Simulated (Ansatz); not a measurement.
# Pt2W (Immm) in Ansatz: notebook

The runs below take Pt2W through single point, with PBEsol.

All numbers are computed with Ansatz 0.2.0; they aren't measurements. Logs are shortened: lines on timing, memory, paths and dates and some standing lists are left out, and cuts for length are marked.

### 1 The crystal as given

It takes space group Immm (No. 71, orthorhombic). The conventional cell has a = 2.773 Å, b = 3.964 Å, c = 8.307 Å, α = 90.00°, β = 90.00°, γ = 90.00°. Pt (site symmetry mm2) has 7 Pt at 2.71 to 2.82 Å and 5 W at 2.77 to 2.80 Å as nearest neighbours. W (site symmetry mmm) has 2 W at 2.77 Å and 10 Pt at 2.77 to 2.80 Å as nearest neighbours.

The cell comes from a database or a generator and needn't be the stable form of this composition.

### 2 Single point, PBEsol, 14.30 Å³/atom (volume scaled by 0.94)

File input.yaml:

```yaml
crystal:
  lattice:
    - [-1.3580651201, 1.9417385137, 4.0684785496]
    - [1.3580651201, -1.9417385137, 4.0684785496]
    - [1.3580651201, 1.9417385137, -4.0684785496]
  atoms:
    - { symbol: Pt, position: [0.3367753, 0.3367753, 0.0] }
    - { symbol: Pt, position: [0.6632247, 0.6632247, 0.0] }
    - { symbol: W, position: [0.0, 0.0, 0.0] }
kpoints:
  mp_grid: { grid: [12, 12, 12] }
scf:
  occupations: { method: fermi_dirac, width: 0.05 }
hamiltonian:
  xc: pbesol
  pseudopotentials: { kind: all_electron, lapw: { basis_error: 0.001 } }
output:
  forces: true
  stress: true
  eigenvalues: true
```

Potentials or basis: all-electron LAPW, scalar-relativistic.

Started as:

```console
$ ansatz run input.yaml --threads 2 --pin off --max-ram 8192MiB --backend cpu --events-out ev --progress --plain --runs-dir out
```

The program printed:

```text
Warning: RAYON_NUM_THREADS=2 ignored (pool sized by the plan → 2); use --threads N
LAPW: plane waves up to 8.860 Å⁻¹, error target 1.0e-3 eV per atom; small_component_spin mean_spin; W in spheres of 1.348 Å, 44 of its electrons in bands, Dirac shells []; Pt in spheres of 1.328 Å, 42 of its electrons in bands, Dirac shells [] (how accurate: hamiltonian.pseudopotentials.lapw.basis_error, Limitations)
Engine: ansatz 0.2.0, x86_64-unknown-linux-gnu
Pseudopotentials: kind: all_electron
Pseudopotential: Pt, LAPW, valence charge 42, lapw/all_electron/scalar/gaussian/Pt, Koelling and Harmon's equation, gaussian nucleus
Pseudopotential: W, LAPW, valence charge 44, lapw/all_electron/scalar/gaussian/W, Koelling and Harmon's equation, gaussian nucleus
Functional definition: PBEsol
  exchange = pbesol_x
  correlation = pbesol_c
Crystal: 3 atoms, lattice volume = 42.914 Å³
Basis set: ecut = 299.10302945963065 eV, 513 PW (Γ), FFT grids on a1+a3, a2+a3, a3, exchange–correlation at level 2
Bands: 77, of which v1, the nominal top of the filled ones, is band 64 counted from 1 (63 counted from 0)
Symmetry: 8 space group operations
Space group: Immm (ITA 71), of the structure as read, at distance tolerance 3.5e-5 Å
k-points: 280 of 1728
Non-local potential: Pt, projectors of the file, none
Non-local potential: W, projectors of the file, none
Initial density: superposition of atomic densities (chi_scale 0.1, normalization cell, long waves kept (reshape's long-wave potential 0.00 eV rms))
Initial wavefunctions: plane waves of lowest kinetic energy (no species holds an atomic orbital)
Functional: x = pbesol(κ = 0.804, μ = 0.12345679012345678), c = pbesol(β = 0.046)
[... 20 lines left out ...]
Internal energy: -1440711.309648 eV  (E = F + TS)
E sigma→0 (E₀):  -1440711.315258 eV
Entropy (-TS):   -0.011220 eV (-3.740 meV/atom)
Fermi energy:    31.713467 eV
--- Per-component energies (eV) ---
  E_band       = -10694.820489
  E_kinetic    = 1629069.639653
  E_xc         = -27814.350144
  E_electrostatic = -3041966.599157  (all electrons and nuclei)
  E_smearing   = -0.011220  (= −TS)
  E_closure    = 0.000000  (closes the sum)
  E_atoms      = -1440684.075681  (free atoms, spherical and without spin; not in F)
  Σ components = -1440711.320868   (vs F -1440711.320868, Δ=0.00e0)
  Basis errors (estimates in eV, not in F): energy 2.4e-4 per atom: plane waves 2.0e-4 (1.1e-4 summed), levels above the bands 5.2e-147, relativity 6.0e-8, radial functions 3.3e-5, core shells 4.0e-7; eigenvalues (radial functions only) 8.2e-6; not estimated: angular momenta, meshes, grids; target (lapw.basis_error) 1.0e-3; muffin-tin radii W 1.348 Å, Pt 1.328 Å
--- Forces (eV/Å), atoms counted from 1 ---
  atom   1  Pt     0.00000000     0.00000000    -0.14043740
  atom   2  Pt     0.00000000     0.00000000     0.14043740
  atom   3  W      0.00000000     0.00000000     0.00000000
  max |Σ_I F_I| component: 0.00e0 eV/Å
--- Stress (GPa, compression-positive) ---
       17.013413       0.000000       0.000000
        0.000000      15.765881       0.000000
        0.000000       0.000000      16.620028
  P = ⅓ Tr σ = 16.4664 GPa (164.664 kbar)
--- Band table (eV; the first three rows and the last of 280) ---
  k-point 0: bands = ["-386.3869", "-386.3532", "-386.3384", "-272.1423", "-272.1423", "-272.1309", "-272.1309", "-272.0990", "-272.0990", "-272.0862", "-272.0862", "-272.0793", "-272.0793", "-201.6665", "-201.6620", "-201.6612", "-201.6362", "-201.6093", "-67.5801", "-67.5454", "-42.7669", "-36.1001", "-36.0979", "-36.0960", "-36.0931", "-36.0595", "-36.0571", "-36.0470", "-36.0457", "-36.0436", "-36.0427", "-36.0404", "-36.0394", "-36.0359", "-36.0359", "-21.9614", "-21.8951", "-21.6806", "-21.6611", "-21.5901", "-21.5161", "-7.1078", "-7.0633", "-6.4620", "2.9636", "2.9685", "2.9774", "2.9799", "2.9888", "3.0123", "3.0508", "20.5542", "24.8140", "25.4606", "26.1040", "26.3328", "26.9978", "27.2366", "27.5727", "28.3050", "28.9997", "29.3411", "29.3581", "30.3303", "30.8397", "33.2545", "34.4684", "35.9138", "38.1676", "41.1257", "41.4843", "42.6731", "44.0605", "45.0428", "49.2671", "49.4977", "49.8852"]
  k-point 1: bands = ["-386.3869", "-386.3532", "-386.3384", "-272.1423", "-272.1423", "-272.1309", "-272.1309", "-272.0990", "-272.0990", "-272.0862", "-272.0862", "-272.0793", "-272.0793", "-201.6665", "-201.6620", "-201.6612", "-201.6362", "-201.6093", "-67.5783", "-67.5452", "-42.7625", "-36.1000", "-36.0980", "-36.0960", "-36.0932", "-36.0595", "-36.0572", "-36.0470", "-36.0457", "-36.0435", "-36.0427", "-36.0406", "-36.0397", "-36.0359", "-36.0358", "-21.9596", "-21.8888", "-21.6836", "-21.6658", "-21.6016", "-21.5398", "-7.0999", "-7.0588", "-6.5296", "2.9639", "2.9686", "2.9768", "2.9796", "2.9903", "3.0139", "3.0476", "20.8651", "25.0068", "25.6322", "26.0572", "26.1631", "26.9728", "27.0272", "27.5187", "28.4246", "28.7028", "29.0877", "29.3324", "30.8995", "30.9770", "32.9767", "34.4317", "36.6052", "38.4930", "40.2662", "40.3440", "43.7202", "44.6776", "45.5983", "47.7145", "48.2171", "49.3191"]
  k-point 2: bands = ["-386.3869", "-386.3532", "-386.3384", "-272.1423", "-272.1423", "-272.1309", "-272.1309", "-272.0990", "-272.0990", "-272.0862", "-272.0862", "-272.0793", "-272.0793", "-201.6665", "-201.6620", "-201.6612", "-201.6362", "-201.6093", "-67.5733", "-67.5447", "-42.7506", "-36.0999", "-36.0981", "-36.0958", "-36.0933", "-36.0593", "-36.0574", "-36.0470", "-36.0458", "-36.0432", "-36.0425", "-36.0410", "-36.0404", "-36.0357", "-36.0355", "-21.9537", "-21.8712", "-21.6967", "-21.6929", "-21.6186", "-21.6009", "-7.0792", "-7.0452", "-6.7107", "2.9647", "2.9687", "2.9751", "2.9785", "2.9943", "3.0183", "3.0391", "21.7118", "25.5066", "25.6500", "25.8129", "25.9878", "26.9000", "26.9116", "27.3370", "28.2211", "28.5414", "29.4032", "29.5181", "31.1216", "31.3815", "32.6107", "34.0679", "38.1438", "38.6307", "39.0058", "39.5445", "45.0463", "45.2028", "45.9667", "46.6371", "47.2311", "47.8433"]
  k-point 279: bands = ["-386.3869", "-386.3532", "-386.3384", "-272.1423", "-272.1423", "-272.1309", "-272.1309", "-272.0990", "-272.0990", "-272.0862", "-272.0862", "-272.0793", "-272.0793", "-201.6665", "-201.6620", "-201.6612", "-201.6362", "-201.6093", "-67.5696", "-67.5559", "-42.7673", "-36.0991", "-36.0989", "-36.0948", "-36.0944", "-36.0594", "-36.0572", "-36.0463", "-36.0463", "-36.0436", "-36.0428", "-36.0408", "-36.0391", "-36.0366", "-36.0352", "-21.9196", "-21.8597", "-21.7597", "-21.6560", "-21.6081", "-21.4980", "-7.1225", "-7.0590", "-6.4605", "2.9643", "2.9684", "2.9772", "2.9799", "2.9889", "3.0123", "3.0510", "23.2349", "23.4167", "23.7690", "24.2904", "25.9322", "27.2543", "27.3152", "28.2181", "28.3316", "29.2876", "29.4523", "29.7153", "30.6902", "33.2560", "33.6963", "33.7695", "34.2659", "34.8584", "42.0230", "43.1264", "43.1535", "45.5443", "46.6154", "48.1928", "49.7901", "50.7785"]
```

Wall time 8.6 min (2 threads of Intel Xeon at 2.50GHz (Skylake/Cascade Lake), shared host); peak memory 2.2 GiB.

Results:

```
Free energy            : -1440711.3209 eV
Pressure               : 16.5 GPa
Largest force          : 0.140 eV/Å
Band gap on the k mesh : none (metal or under the smearing width)
```

### 3 Single point, PBEsol, 14.61 Å³/atom (volume scaled by 0.96)

Edit input.yaml of step 2 so:

```diff
@@ -2,5 +2,5 @@
   lattice:
-    - [-1.3580651201, 1.9417385137, 4.0684785496]
-    - [1.3580651201, -1.9417385137, 4.0684785496]
-    - [1.3580651201, 1.9417385137, -4.0684785496]
+    - [-1.3676292741, 1.9554131791, 4.097130751]
+    - [1.3676292741, -1.9554131791, 4.097130751]
+    - [1.3676292741, 1.9554131791, -4.097130751]
   atoms:
```

Potentials or basis: all-electron LAPW, scalar-relativistic.

Started as:

```console
$ ansatz run input.yaml --threads 2 --pin off --max-ram 8192MiB --backend cpu --events-out ev --progress --plain --runs-dir out
```

Run time: 8.6 min. Hardware: 2 threads of Intel Xeon at 2.50GHz (Skylake/Cascade Lake), shared host; peak memory 2.2 GiB.

It converged, with:

| Property | Result |
| --- | --- |
| Free energy | -1440711.3913 eV |
| Pressure | 8.4 GPa |
| Largest force | 0.087 eV/Å |
| Band gap on the k mesh | none (metal or under the smearing width) |

### 4 Single point, PBEsol, 14.91 Å³/atom (volume scaled by 0.98)

Edit input.yaml of step 3 so:

```diff
@@ -2,5 +2,5 @@
   lattice:
-    - [-1.3676292741, 1.9554131791, 4.097130751]
-    - [1.3676292741, -1.9554131791, 4.097130751]
-    - [1.3676292741, 1.9554131791, -4.097130751]
+    - [-1.3770614982, 1.9688992134, 4.1253877181]
+    - [1.3770614982, -1.9688992134, 4.1253877181]
+    - [1.3770614982, 1.9688992134, -4.1253877181]
   atoms:
```

Started as:

```console
$ ansatz run input.yaml --threads 2 --pin off --max-ram 8192MiB --backend cpu --events-out ev --progress --plain --runs-dir out
```

Run time: 8.7 min. Hardware: 2 threads of Intel Xeon at 2.50GHz (Skylake/Cascade Lake), shared host; peak memory 2.2 GiB.

The run converged. Its results:

```
Free energy            : -1440711.4184 eV
Pressure               : 1.3 GPa
Largest force          : 0.037 eV/Å
Band gap on the k mesh : none (metal or under the smearing width)
```

### 5 Single point, PBEsol, 15.22 Å³/atom

Edit input.yaml of step 4 so:

```diff
@@ -2,5 +2,5 @@
   lattice:
-    - [-1.3770614982, 1.9688992134, 4.1253877181]
-    - [1.3770614982, -1.9688992134, 4.1253877181]
-    - [1.3770614982, 1.9688992134, -4.1253877181]
+    - [-1.38636625, 1.98220299, 4.153262805]
+    - [1.38636625, -1.98220299, 4.153262805]
+    - [1.38636625, 1.98220299, -4.153262805]
   atoms:
```

Started as:

```console
$ ansatz run input.yaml --threads 2 --pin off --max-ram 8192MiB --backend cpu --events-out ev --progress --plain --runs-dir out
```

It took 8.6 min on 2 threads of Intel Xeon at 2.50GHz (Skylake/Cascade Lake), shared host; peak memory 2.2 GiB.

Results (log left out):

```
Free energy            : -1440711.4072 eV
Pressure               : -5.1 GPa
Largest force          : 0.010 eV/Å
Band gap on the k mesh : none (metal or under the smearing width)
```

### 6 Single point, PBEsol, 15.52 Å³/atom (volume scaled by 1.02)

Edit input.yaml of step 5 so:

```diff
@@ -2,5 +2,5 @@
   lattice:
-    - [-1.38636625, 1.98220299, 4.153262805]
-    - [1.38636625, -1.98220299, 4.153262805]
-    - [1.38636625, 1.98220299, -4.153262805]
+    - [-1.395547751, 1.9953305447, 4.1807686583]
+    - [1.395547751, -1.9953305447, 4.1807686583]
+    - [1.395547751, 1.9953305447, -4.1807686583]
   atoms:
```

Potentials or basis: all-electron LAPW, scalar-relativistic.

Started as:

```console
$ ansatz run input.yaml --threads 2 --pin off --max-ram 8192MiB --backend cpu --events-out ev --progress --plain --runs-dir out
```

It took 5.4 min on 2 threads of Intel Xeon at 2.50GHz (Skylake/Cascade Lake), shared host; peak memory 2.2 GiB.

It converged, with:

* Free energy: -1440711.3618 eV
* Pressure: -10.7 GPa
* Largest force: 0.053 eV/Å
* Band gap on the k mesh: none (metal or under the smearing width)

### 7 Single point, PBEsol, 15.83 Å³/atom (volume scaled by 1.04)

Edit input.yaml of step 6 so:

```diff
@@ -2,5 +2,5 @@
   lattice:
-    - [-1.395547751, 1.9953305447, 4.1807686583]
-    - [1.395547751, -1.9953305447, 4.1807686583]
-    - [1.395547751, 1.9953305447, -4.1807686583]
+    - [-1.4046100033, 2.0082875996, 4.2079172674]
+    - [1.4046100033, -2.0082875996, 4.2079172674]
+    - [1.4046100033, 2.0082875996, -4.2079172674]
   atoms:
```

Started as:

```console
$ ansatz run input.yaml --threads 2 --pin off --max-ram 8192MiB --backend cpu --events-out ev --progress --plain --runs-dir out
```

Run time: 5.3 min. Hardware: 2 threads of Intel Xeon at 2.50GHz (Skylake/Cascade Lake), shared host; peak memory 2.2 GiB.

It converged, with:

* Free energy: -1440711.2864 eV
* Pressure: -15.7 GPa
* Largest force: 0.093 eV/Å
* Band gap on the k mesh: none (metal or under the smearing width)

### 8 Single point, PBEsol, 16.13 Å³/atom (volume scaled by 1.06)

Edit input.yaml of step 7 so:

```diff
@@ -2,5 +2,5 @@
   lattice:
-    - [-1.4046100033, 2.0082875996, 4.2079172674]
-    - [1.4046100033, -2.0082875996, 4.2079172674]
-    - [1.4046100033, 2.0082875996, -4.2079172674]
+    - [-1.4135568051, 2.0210795852, 4.2347200109]
+    - [1.4135568051, -2.0210795852, 4.2347200109]
+    - [1.4135568051, 2.0210795852, -4.2347200109]
   atoms:
```

Started as:

```console
$ ansatz run input.yaml --threads 2 --pin off --max-ram 8192MiB --backend cpu --events-out ev --progress --plain --runs-dir out
```

It took 4.8 min on 2 threads of Intel Xeon at 2.50GHz (Skylake/Cascade Lake), shared host; peak memory 2.2 GiB.

Results (log left out):

* Free energy: -1440711.1842 eV
* Pressure: -20.1 GPa
* Largest force: 0.130 eV/Å
* Band gap on the k mesh: none (metal or under the smearing width)

### 9 For comparison

An earlier run on the cell as given: functional PBEsol; potentials or basis all-electron LAPW, scalar-relativistic; cutoff 285 eV (chosen from the basis error); basis error allowed 0.001 eV/atom; k mesh 12 × 12 × 12; occupations fermi-dirac, width 0.05 eV; no spin polarisation.

* Pressure: -5.1 GPa
* Largest force: 0.010 eV/Å
* Band gap on the k mesh: none (metal or under the smearing width)
